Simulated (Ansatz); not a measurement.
# As2I3: the cost of one run

Computed with Ansatz 0.2.0 (DFT PBE, scalar-relativistic, plane waves, PAW, unless a step's input says otherwise).

### 1 The structure to begin with

It takes space group P-3m1 (No. 164, trigonal). The conventional cell has a = 4.969 Å, b = 4.969 Å, c = 7.732 Å, α = 90.00°, β = 90.00°, γ = 120.00°. As (site symmetry 3m) is surrounded by 7 I at 2.99 to 3.44 Å. Around I (site symmetry -3m) lie 6 As at 3.44 Å. I (site symmetry 3m) is surrounded by 4 As at 2.99 to 3.09 Å.

Structure file:

```cif
data_structure
_symmetry_space_group_name_H-M 'P 1'
_symmetry_Int_Tables_number 1
_cell_length_a 4.9694
_cell_length_b 4.9694
_cell_length_c 7.7315
_cell_angle_alpha 90.000
_cell_angle_beta 90.000
_cell_angle_gamma 120.000
_cell_volume 165.35
loop_
_atom_site_label
_atom_site_type_symbol
_atom_site_fract_x
_atom_site_fract_y
_atom_site_fract_z
_atom_site_occupancy
As1 As 0.33333 0.66667 0.24500 1
As2 As 0.66667 0.33333 0.75500 1
I1 I 0.00000 0.00000 0.00000 1
I2 I 0.33333 0.66667 0.64500 1
I3 I 0.66667 0.33333 0.35500 1
```

(A quick probe on a coarse mesh, which set the mesh and smearing, is not shown.)

### 3 Rough relaxation on the coarse mesh

Input file input.yaml:

```yaml
crystal:
  lattice:
    - [4.9693789986, 0.0, 0.0]
    - [-2.4846894993, 4.3036084538, 0.0]
    - [0.0, 0.0, 7.731546513]
  atoms:
    - { symbol: As, position: [0.3333333333, 0.6666666667, 0.245] }
    - { symbol: As, position: [0.6666666667, 0.3333333333, 0.755] }
    - { symbol: I, position: [0.0, 0.0, 0.0] }
    - { symbol: I, position: [0.3333333333, 0.6666666667, 0.645] }
    - { symbol: I, position: [0.6666666667, 0.3333333333, 0.355] }
basis:
  ecutwfc: 420
kpoints:
  mp_grid: { grid: [6, 6, 2] }
hamiltonian:
  xc: pbe
scf:
  occupations: { method: gaussian, width: 0.1 }
  lower_state_search: "off"
output:
  forces: true
  stress: true
  eigenvalues: true
relax:
  adjacent_minimum: "off"
  f_tol: 0.04
  max_steps: 70
  cell: { stress_tol: 0.4 }
```

On the command line:

```bash
> ansatz run input.yaml --threads 1 --pin off --max-ram 2560MiB --backend cpu --events-out ev --progress --plain --runs-dir out
```

What time and memory should one allow on 1 thread of Arm Neoverse V1, shared host?

About 1.7 min, with a peak of 0.46 GiB.
